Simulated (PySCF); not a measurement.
# Cu⁻, Cu: electron affinity and excitation energies in aug-cc-pVDZ-PP with ECP10, part 2 of 3

Aim: the electron affinity and excitation energy of copper from differences of total energies, at each level of theory, and how far each lands from the tabulated value where there is one.

PySCF 2.14.0; aug-cc-pVDZ-PP with ECP10, scalar relativity through the core potential. The scripts are equivalent inputs of a driver's runs. Earlier steps stand in the parts before.

## 4. Cu [Ar] 3d9 4s1 5s1: the ladder of methods

UHF:

Input file input.py:

```python
from pyscf import gto, scf, dft, mp, cc
import basis_set_exchange as bse
txt = bse.get_basis("aug-cc-pVDZ-PP", elements=["Cu"], fmt="nwchem", header=False)
cut = txt.index("\nECP")
mol = gto.M(atom="Cu 0 0 0", charge=0, spin=3, symmetry="D2h",
            basis=gto.basis.parse(txt[:cut]),
            ecp={"Cu": gto.basis.parse_ecp(txt[cut:])})
mf = scf.UHF(mol)
mf.irrep_nelec = {'Ag': (5, 2), 'B1g': (1, 1), 'B2g': (1, 1), 'B3g': (1, 1), 'B1u': (1, 1), 'B2u': (1, 1), 'B3u': (1, 1)}
mf.kernel()
```

Output:

```text
damping factor = 0
level_shift factor = 0
DIIS = <class 'pyscf.scf.diis.CDIIS'>
diis_start_cycle = 1
diis_space = 10
diis_damp = 0
SCF conv_tol = 1e-09
SCF conv_tol_grad = None
number electrons alpha = 11  beta = 8
cycle= 1 E= -195.988472620318  delta_E= -0.00392  |g|= 0.0208  |ddm|= 0.0287
cycle= 2 E= -195.988541127986  delta_E= -6.85e-05  |g|= 0.00308  |ddm|= 0.00792
cycle= 3 E= -195.988544940214  delta_E= -3.81e-06  |g|= 0.000871  |ddm|= 0.00455
cycle= 4 E= -195.988545252319  delta_E= -3.12e-07  |g|= 0.000417  |ddm|= 0.00173
cycle= 5 E= -195.988545389149  delta_E= -1.37e-07  |g|= 4.83e-05  |ddm|= 0.00139
cycle= 6 E= -195.988545396061  delta_E= -6.91e-09  |g|= 1.2e-05  |ddm|= 0.00042
cycle= 7 E= -195.988545396602  delta_E= -5.41e-10  |g|= 2.5e-06  |ddm|= 0.000137
converged SCF energy = -195.988545396602  <S^2> = 3.7507061  2S+1 = 4.000353
```

CPU time 0.61 s on a shared host, the integrals not counted.

The occupied shells:

```csv
shell,electrons,mean orbital energy (eV),spread (eV),rms radius (bohr)
3s α,1,-155.59,0,0.764
3s β,1,-152.09,0,0.764
3p α,3,-106.49,2.578,0.810
3p β,3,-102.63,1.918,0.810
3d α,5,-25.726,2.914,1.05
3d β,4,-23.978,2.266,1.05
4s α,1,-12.862,0,2.81
5s α,1,-2.500,0,8.16
```

⟨S²⟩ = 3.751, ⟨L²⟩ = 6.01.

Energies and moments cover only the electrons outside the core potential.

LDA:

input.py differs from the last one in:

```diff
@@ -7,3 +7,3 @@
             ecp={"Cu": gto.basis.parse_ecp(txt[cut:])})
-mf = scf.UHF(mol)
+mf = dft.UKS(mol, xc="LDA,VWN")
 mf.irrep_nelec = {'Ag': (5, 2), 'B1g': (1, 1), 'B2g': (1, 1), 'B3g': (1, 1), 'B1u': (1, 1), 'B2u': (1, 1), 'B3u': (1, 1)}
```

Output:

```text
damping factor = 0
level_shift factor = 0
DIIS = <class 'pyscf.scf.diis.CDIIS'>
diis_start_cycle = 1
diis_space = 10
diis_damp = 0
SCF conv_tol = 1e-09
SCF conv_tol_grad = None
number electrons alpha = 11  beta = 8
XC functionals = LDA,VWN
    P. A. M. Dirac.,  Math. Proc. Cambridge Philos. Soc. 26, 376 (1930)
    F. Bloch.,  Z. Phys. 57, 545 (1929)
    S. H. Vosko, L. Wilk, and M. Nusair.,  Can. J. Phys. 58, 1200 (1980)
cycle= 1 E= -196.595790767325  delta_E= -0.00278  |g|= 0.364  |ddm|= 0.768
cycle= 2 E= -196.53391445721  delta_E= 0.0619  |g|= 0.747  |ddm|= 1.04
cycle= 3 E= -196.617125883786  delta_E= -0.0832  |g|= 0.0247  |ddm|= 0.735
cycle= 4 E= -196.617248323526  delta_E= -0.000122  |g|= 0.00225  |ddm|= 0.0225
cycle= 5 E= -196.617249210275  delta_E= -8.87e-07  |g|= 8.83e-06  |ddm|= 0.00199
cycle= 6 E= -196.617249210305  delta_E= -3.01e-11  |g|= 6.59e-07  |ddm|= 3.21e-05
converged SCF energy = -196.617249210305  <S^2> = 3.7500987  2S+1 = 4.0000494
```

CPU time 0.84 s on a shared host, the integrals not counted.

PBE:

input.py differs from the last one in:

```diff
@@ -7,3 +7,3 @@
             ecp={"Cu": gto.basis.parse_ecp(txt[cut:])})
-mf = dft.UKS(mol, xc="LDA,VWN")
+mf = dft.UKS(mol, xc="PBE")
 mf.irrep_nelec = {'Ag': (5, 2), 'B1g': (1, 1), 'B2g': (1, 1), 'B3g': (1, 1), 'B1u': (1, 1), 'B2u': (1, 1), 'B3u': (1, 1)}
```

Output:

```text
damping factor = 0
level_shift factor = 0
DIIS = <class 'pyscf.scf.diis.CDIIS'>
diis_start_cycle = 1
diis_space = 10
diis_damp = 0
SCF conv_tol = 1e-09
SCF conv_tol_grad = None
number electrons alpha = 11  beta = 8
XC functionals = PBE
    J. P. Perdew, K. Burke, and M. Ernzerhof.,  Phys. Rev. Lett. 77, 3865 (1996)
    J. P. Perdew, K. Burke, and M. Ernzerhof.,  Phys. Rev. Lett. 78, 1396 (1997)
    J. P. Perdew, K. Burke, and M. Ernzerhof.,  Phys. Rev. Lett. 77, 3865 (1996)
    J. P. Perdew, K. Burke, and M. Ernzerhof.,  Phys. Rev. Lett. 78, 1396 (1997)
cycle= 1 E= -196.990671686868  delta_E= -0.0138  |g|=  0.2  |ddm|= 0.546
cycle= 2 E= -196.970145339724  delta_E= 0.0205  |g|= 0.427  |ddm|= 0.566
cycle= 3 E= -196.997667754039  delta_E= -0.0275  |g|= 0.0195  |ddm|= 0.404
cycle= 4 E= -196.9977419484  delta_E= -7.42e-05  |g|= 0.000752  |ddm|= 0.0161
cycle= 5 E= -196.997742048297  delta_E= -9.99e-08  |g|= 4.72e-05  |ddm|= 0.000735
cycle= 6 E= -196.997742048741  delta_E= -4.44e-10  |g|= 5.23e-06  |ddm|= 5.74e-05
converged SCF energy = -196.997742048741  <S^2> = 3.750289  2S+1 = 4.0001445
```

It used 1.3 s of CPU time after the integrals (shared host).

PBE0:

input.py differs from the last one in:

```diff
@@ -7,3 +7,3 @@
             ecp={"Cu": gto.basis.parse_ecp(txt[cut:])})
-mf = dft.UKS(mol, xc="PBE")
+mf = dft.UKS(mol, xc="PBE0")
 mf.irrep_nelec = {'Ag': (5, 2), 'B1g': (1, 1), 'B2g': (1, 1), 'B3g': (1, 1), 'B1u': (1, 1), 'B2u': (1, 1), 'B3u': (1, 1)}
```

Output:

```text
damping factor = 0
level_shift factor = 0
DIIS = <class 'pyscf.scf.diis.CDIIS'>
diis_start_cycle = 1
diis_space = 10
diis_damp = 0
SCF conv_tol = 1e-09
SCF conv_tol_grad = None
number electrons alpha = 11  beta = 8
XC functionals = PBE0
    C. Adamo and V. Barone.,  J. Chem. Phys. 110, 6158 (1999)
    M. Ernzerhof and G. E. Scuseria.,  J. Chem. Phys. 110, 5029 (1999)
cycle= 1 E= -196.950700103163  delta_E= -0.0104  |g|= 0.0906  |ddm|= 0.377
cycle= 2 E= -196.948585231899  delta_E= 0.00211  |g|= 0.154  |ddm|= 0.253
cycle= 3 E= -196.952078614839  delta_E= -0.00349  |g|= 0.00348  |ddm|= 0.16
cycle= 4 E= -196.952081302272  delta_E= -2.69e-06  |g|= 0.0007  |ddm|= 0.00317
cycle= 5 E= -196.952081394891  delta_E= -9.26e-08  |g|= 4.56e-05  |ddm|= 0.00119
cycle= 6 E= -196.952081395673  delta_E= -7.82e-10  |g|= 1.72e-06  |ddm|= 0.000132
converged SCF energy = -196.952081395673  <S^2> = 3.7503062  2S+1 = 4.0001531
```

It used 1.3 s of CPU time after the integrals (shared host).

r2SCAN:

input.py differs from the last one in:

```diff
@@ -7,3 +7,3 @@
             ecp={"Cu": gto.basis.parse_ecp(txt[cut:])})
-mf = dft.UKS(mol, xc="PBE0")
+mf = dft.UKS(mol, xc="R2SCAN")
 mf.irrep_nelec = {'Ag': (5, 2), 'B1g': (1, 1), 'B2g': (1, 1), 'B3g': (1, 1), 'B1u': (1, 1), 'B2u': (1, 1), 'B3u': (1, 1)}
```

Output:

```text
damping factor = 0
level_shift factor = 0
DIIS = <class 'pyscf.scf.diis.CDIIS'>
diis_start_cycle = 1
diis_space = 10
diis_damp = 0
SCF conv_tol = 1e-09
SCF conv_tol_grad = None
number electrons alpha = 11  beta = 8
XC functionals = R2SCAN
    J. W. Furness, A. D. Kaplan, J. Ning, J. P. Perdew, and J. Sun.,  J. Phys. Chem. Lett. 11, 8208-8215 (2020)
    J. W. Furness, A. D. Kaplan, J. Ning, J. P. Perdew, and J. Sun.,  J. Phys. Chem. Lett. 11, 9248-9248 (2020)
    J. W. Furness, A. D. Kaplan, J. Ning, J. P. Perdew, and J. Sun.,  J. Phys. Chem. Lett. 11, 8208-8215 (2020)
    J. W. Furness, A. D. Kaplan, J. Ning, J. P. Perdew, and J. Sun.,  J. Phys. Chem. Lett. 11, 9248-9248 (2020)
cycle= 1 E= -196.895284095982  delta_E= -0.00937  |g|= 0.17  |ddm|= 0.394
cycle= 2 E= -196.883798014863  delta_E= 0.0115  |g|= 0.328  |ddm|= 0.49
cycle= 3 E= -196.900057539794  delta_E= -0.0163  |g|= 0.00833  |ddm|= 0.327
cycle= 4 E= -196.900071895415  delta_E= -1.44e-05  |g|= 0.00091  |ddm|= 0.00813
cycle= 5 E= -196.900072060142  delta_E= -1.65e-07  |g|= 0.000124  |ddm|= 0.0013
cycle= 6 E= -196.900072062963  delta_E= -2.82e-09  |g|= 2.38e-06  |ddm|= 0.000156
cycle= 7 E= -196.900072062965  delta_E= -1.76e-12  |g|= 5.39e-07  |ddm|= 6.71e-06
converged SCF energy = -196.900072062965  <S^2> = 3.7509707  2S+1 = 4.0004853
```

CPU time 2.6 s on a shared host, the integrals not counted.

BLYP:

input.py differs from the last one in:

```diff
@@ -7,3 +7,3 @@
             ecp={"Cu": gto.basis.parse_ecp(txt[cut:])})
-mf = dft.UKS(mol, xc="R2SCAN")
+mf = dft.UKS(mol, xc="BLYP")
 mf.irrep_nelec = {'Ag': (5, 2), 'B1g': (1, 1), 'B2g': (1, 1), 'B3g': (1, 1), 'B1u': (1, 1), 'B2u': (1, 1), 'B3u': (1, 1)}
```

Output:

```text
damping factor = 0
level_shift factor = 0
DIIS = <class 'pyscf.scf.diis.CDIIS'>
diis_start_cycle = 1
diis_space = 10
diis_damp = 0
SCF conv_tol = 1e-09
SCF conv_tol_grad = None
number electrons alpha = 11  beta = 8
XC functionals = BLYP
    A. D. Becke.,  Phys. Rev. A 38, 3098 (1988)
    C. Lee, W. Yang, and R. G. Parr.,  Phys. Rev. B 37, 785 (1988)
    B. Miehlich, A. Savin, H. Stoll, and H. Preuss.,  Chem. Phys. Lett. 157, 200 (1989)
cycle= 1 E= -196.963350552944  delta_E= -0.0138  |g|= 0.23  |ddm|= 0.55
cycle= 2 E= -196.935250932896  delta_E= 0.0281  |g|= 0.498  |ddm|= 0.647
cycle= 3 E= -196.972704335438  delta_E= -0.0375  |g|= 0.0249  |ddm|= 0.471
cycle= 4 E= -196.972826563738  delta_E= -0.000122  |g|= 0.000911  |ddm|= 0.0208
cycle= 5 E= -196.972826714982  delta_E= -1.51e-07  |g|= 1.77e-05  |ddm|= 0.000745
cycle= 6 E= -196.972826715089  delta_E= -1.07e-10  |g|= 4.52e-06  |ddm|= 5.41e-05
converged SCF energy = -196.972826715089  <S^2> = 3.7502066  2S+1 = 4.0001033
```

CPU time 1.3 s on a shared host, the integrals not counted.

wB97M-V:

input.py differs from the last one in:

```diff
@@ -7,3 +7,3 @@
             ecp={"Cu": gto.basis.parse_ecp(txt[cut:])})
-mf = dft.UKS(mol, xc="BLYP")
+mf = dft.UKS(mol, xc="WB97M_V")
 mf.irrep_nelec = {'Ag': (5, 2), 'B1g': (1, 1), 'B2g': (1, 1), 'B3g': (1, 1), 'B1u': (1, 1), 'B2u': (1, 1), 'B3u': (1, 1)}
```

Output:

```text
damping factor = 0
level_shift factor = 0
DIIS = <class 'pyscf.scf.diis.CDIIS'>
diis_start_cycle = 1
diis_space = 10
diis_damp = 0
SCF conv_tol = 1e-09
SCF conv_tol_grad = None
number electrons alpha = 11  beta = 8
XC functionals = WB97M_V
    N. Mardirossian and M. Head-Gordon.,  J. Chem. Phys. 144, 214110 (2016)
NLC functional = WB97M_V
cycle= 1 E= -196.838409178841  delta_E= -0.0119  |g|=  0.1  |ddm|= 0.638
cycle= 2 E= -196.837628288262  delta_E= 0.000781  |g|= 0.13  |ddm|= 0.305
cycle= 3 E= -196.840046553565  delta_E= -0.00242  |g|= 0.00693  |ddm|= 0.157
cycle= 4 E= -196.840063137709  delta_E= -1.66e-05  |g|= 0.00182  |ddm|= 0.0293
cycle= 5 E= -196.840066892934  delta_E= -3.76e-06  |g|= 0.000544  |ddm|= 0.00696
cycle= 6 E= -196.840068244606  delta_E= -1.35e-06  |g|= 0.00015  |ddm|= 0.00352
cycle= 7 E= -196.840068336155  delta_E= -9.15e-08  |g|= 2.82e-05  |ddm|= 0.00106
cycle= 8 E= -196.84006833763  delta_E= -1.48e-09  |g|= 5.09e-06  |ddm|= 0.000154
cycle= 9 E= -196.840068337658  delta_E= -2.84e-11  |g|= 7.06e-07  |ddm|= 2.18e-05
converged SCF energy = -196.840068337658  <S^2> = 3.7505558  2S+1 = 4.0002779
```

CPU time 4.8 s on a shared host, the integrals not counted.

revPBE:

input.py differs from the last one in:

```diff
@@ -7,3 +7,3 @@
             ecp={"Cu": gto.basis.parse_ecp(txt[cut:])})
-mf = dft.UKS(mol, xc="WB97M_V")
+mf = dft.UKS(mol, xc="PBE_R,PBE")
 mf.irrep_nelec = {'Ag': (5, 2), 'B1g': (1, 1), 'B2g': (1, 1), 'B3g': (1, 1), 'B1u': (1, 1), 'B2u': (1, 1), 'B3u': (1, 1)}
```

Output:

```text
damping factor = 0
level_shift factor = 0
DIIS = <class 'pyscf.scf.diis.CDIIS'>
diis_start_cycle = 1
diis_space = 10
diis_damp = 0
SCF conv_tol = 1e-09
SCF conv_tol_grad = None
number electrons alpha = 11  beta = 8
XC functionals = PBE_R,PBE
    Y. Zhang and W. Yang.,  Phys. Rev. Lett. 80, 890 (1998)
    J. P. Perdew, K. Burke, and M. Ernzerhof.,  Phys. Rev. Lett. 77, 3865 (1996)
    J. P. Perdew, K. Burke, and M. Ernzerhof.,  Phys. Rev. Lett. 78, 1396 (1997)
cycle= 1 E= -197.047781676821  delta_E= -0.0146  |g|= 0.174  |ddm|= 0.512
cycle= 2 E= -197.031953932052  delta_E= 0.0158  |g|= 0.375  |ddm|= 0.492
cycle= 3 E= -197.053251806386  delta_E= -0.0213  |g|= 0.0187  |ddm|= 0.352
cycle= 4 E= -197.053319803405  delta_E= -6.8e-05  |g|= 0.000643  |ddm|= 0.015
cycle= 5 E= -197.053319880082  delta_E= -7.67e-08  |g|= 7.16e-05  |ddm|= 0.000776
cycle= 6 E= -197.053319881035  delta_E= -9.54e-10  |g|= 3.23e-06  |ddm|= 7.69e-05
converged SCF energy = -197.053319881035  <S^2> = 3.7503665  2S+1 = 4.0001832
```

It used 1.2 s of CPU time after the integrals (shared host).

LC-wPBE:

input.py differs from the last one in:

```diff
@@ -7,3 +7,3 @@
             ecp={"Cu": gto.basis.parse_ecp(txt[cut:])})
-mf = dft.UKS(mol, xc="PBE_R,PBE")
+mf = dft.UKS(mol, xc="LC_WPBE")
 mf.irrep_nelec = {'Ag': (5, 2), 'B1g': (1, 1), 'B2g': (1, 1), 'B3g': (1, 1), 'B1u': (1, 1), 'B2u': (1, 1), 'B3u': (1, 1)}
```

Output:

```text
damping factor = 0
level_shift factor = 0
DIIS = <class 'pyscf.scf.diis.CDIIS'>
diis_start_cycle = 1
diis_space = 10
diis_damp = 0
SCF conv_tol = 1e-09
SCF conv_tol_grad = None
number electrons alpha = 11  beta = 8
XC functionals = LC_WPBE
    O. A. Vydrov and G. E. Scuseria.,  J. Chem. Phys. 125, 234109 (2006)
cycle= 1 E= -197.023110896231  delta_E= -0.0174  |g|= 0.0833  |ddm|= 0.423
cycle= 2 E= -197.022641739744  delta_E= 0.000469  |g|= 0.111  |ddm|= 0.233
cycle= 3 E= -197.024371916474  delta_E= -0.00173  |g|= 0.00579  |ddm|= 0.133
cycle= 4 E= -197.024389763836  delta_E= -1.78e-05  |g|= 0.000474  |ddm|= 0.0253
cycle= 5 E= -197.024390224289  delta_E= -4.6e-07  |g|= 6.26e-05  |ddm|= 0.00323
cycle= 6 E= -197.024390235415  delta_E= -1.11e-08  |g|= 2.07e-05  |ddm|= 0.00045
cycle= 7 E= -197.0243902371  delta_E= -1.68e-09  |g|= 7.09e-06  |ddm|= 0.000161
cycle= 8 E= -197.024390237322  delta_E= -2.23e-10  |g|= 2.08e-06  |ddm|= 5.53e-05
converged SCF energy = -197.024390237322  <S^2> = 3.7502407  2S+1 = 4.0001204
```

CPU time 2.6 s on a shared host, the integrals not counted.

## 5. Cu [Ar] 3d9 4s1 5s1, continued

MP2 (valence):

input.py: that of step 4 with these lines changed.

```diff
@@ -7,4 +7,5 @@
             ecp={"Cu": gto.basis.parse_ecp(txt[cut:])})
-mf = dft.UKS(mol, xc="LC_WPBE")
+mf = scf.UHF(mol)
 mf.irrep_nelec = {'Ag': (5, 2), 'B1g': (1, 1), 'B2g': (1, 1), 'B3g': (1, 1), 'B1u': (1, 1), 'B2u': (1, 1), 'B3u': (1, 1)}
 mf.kernel()
+mp.UMP2(mf, frozen=4).kernel()
```

This step left no log, only its results.

It used 0.15 s of CPU time after the integrals (shared host).

With 11 electrons correlated, the MP2 correlation energy is -0.33279 hartree (-0.12604 same spin, -0.20675 opposite spin); the SCS form gives -0.29011. Largest pairs of shells: 3d-3d -0.3060, 3d-4s -0.0231, 3d-5s -0.0019, 4s-5s -0.0018, 4s-4s 0.0000.

Radial density 4πr²ρ of Cu at UHF, the electrons outside the core potential:

```
r (bohr)   density  spin density
 0.00676  1.52e-05         0.000
  0.0114  4.27e-05         0.000
  0.0191  0.000124         0.000
  0.0322  0.000497         0.000
  0.0541   0.00464         0.000
  0.0911    0.0629         0.007
   0.153     0.632         0.065
   0.258      4.07         0.355
   0.433      16.5         0.999
   0.729      20.6         1.038
    1.23      6.45         0.569
    2.06      1.19         0.535
    3.47     0.251         0.218
    5.84     0.150         0.150
    9.82     0.106         0.106
    16.5  0.000715         0.001
```

(Continued in part 3 of 3.)
